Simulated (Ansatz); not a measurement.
# Ge: an axial (c/a) deformation path

An exercise on one series of results from a longer session: the logs are not shown, and one member is left open.

Program: Ansatz 0.2.0. Level of theory: DFT PBEsol+D3(BJ), scalar-relativistic, plane waves, PAW. These are calculated values, not measurements.

## Starting point

It takes space group Cmcm (No. 63, orthorhombic). Conventional cell: a = 2.976 Å, b = 5.189 Å, c = 4.728 Å, α = 90.00°, β = 90.00°, γ = 90.00°. Around Ge (site symmetry m2m) lie 12 Ge at 2.92 to 2.99 Å.

Coordinates:

```cif
data_structure
_symmetry_space_group_name_H-M 'Cmcm'
_symmetry_Int_Tables_number 63
_cell_length_a 2.9761
_cell_length_b 5.1894
_cell_length_c 4.7276
_cell_angle_alpha 90.000
_cell_angle_beta 90.000
_cell_angle_gamma 90.000
_cell_volume 73.01
loop_
_atom_site_label
_atom_site_type_symbol
_atom_site_symmetry_multiplicity
_atom_site_Wyckoff_symbol
_atom_site_fract_x
_atom_site_fract_y
_atom_site_fract_z
_atom_site_occupancy
Ge1 Ge 4 c 0.00000 0.33345 0.75000 1
```

Source of the structure: the Materials Project (structure only).

Set-up of the first run:

input.yaml reads:

```yaml
crystal:
  lattice:
    - [1.488052925, -2.59468961, 0.0]
    - [1.488052925, 2.59468961, 0.0]
    - [0.0, 0.0, 4.72759579]
  atoms:
    - { symbol: Ge, position: [0.66655337, 0.33344663, 0.25] }
    - { symbol: Ge, position: [0.33344663, 0.66655337, 0.75] }
basis:
  ecutwfc: 420
kpoints:
  mp_grid: { grid: [8, 8, 4] }
hamiltonian:
  xc: pbesol
  dispersion: d3bj
scf:
  occupations: { method: gaussian, width: 0.1 }
output:
  forces: true
  stress: true
  eigenvalues: true
```

On the command line:

```
$ ansatz run input.yaml --threads 1 --pin off --max-ram 2560MiB --backend cpu --events-out ev --progress --plain --runs-dir out
```

Among the steps run: A first look at the start; The reference: the undisturbed cell on the scan's mesh; ρ = 0.850; ρ = 1.200; Point ρ = 0.920; ρ = 1.100; Point ρ = 0.960; ρ = 1.050; ρ = 0.800; ρ = 1.300.

One table of the session follows, with a row left open; its other results are not shown here.

The scan, with free energies counted from the undisturbed cell:

```
    ρ  ΔE (meV/atom)  pressure (GPa)
0.800           55.9            -0.7
0.850           47.5            -1.1
0.920           24.0            -2.2
0.960           10.6            -2.3
1.000            0.0            -2.7
1.050           -3.1            -2.6
1.100           -0.3            -2.4
1.200              ?               ?
1.300          106.2             1.2
```

Estimate the missing values for ρ = 1.200.

Worked estimate for «ΔE (meV/atom)». A straight line through the neighbours (1.100, -0.3) and (1.300, 106.2) gives -0.3 + (106.2 + 0.3) × (1.200 − 1.100) / (1.300 − 1.100) = 52.9; a parabola fitted to 3 rows on both sides gives 33.9.

The run gave: ΔE (meV/atom): 32.8; pressure (GPa): -1.2. In «ΔE (meV/atom)» the line misses by +20.1 and the parabola by +1.1.
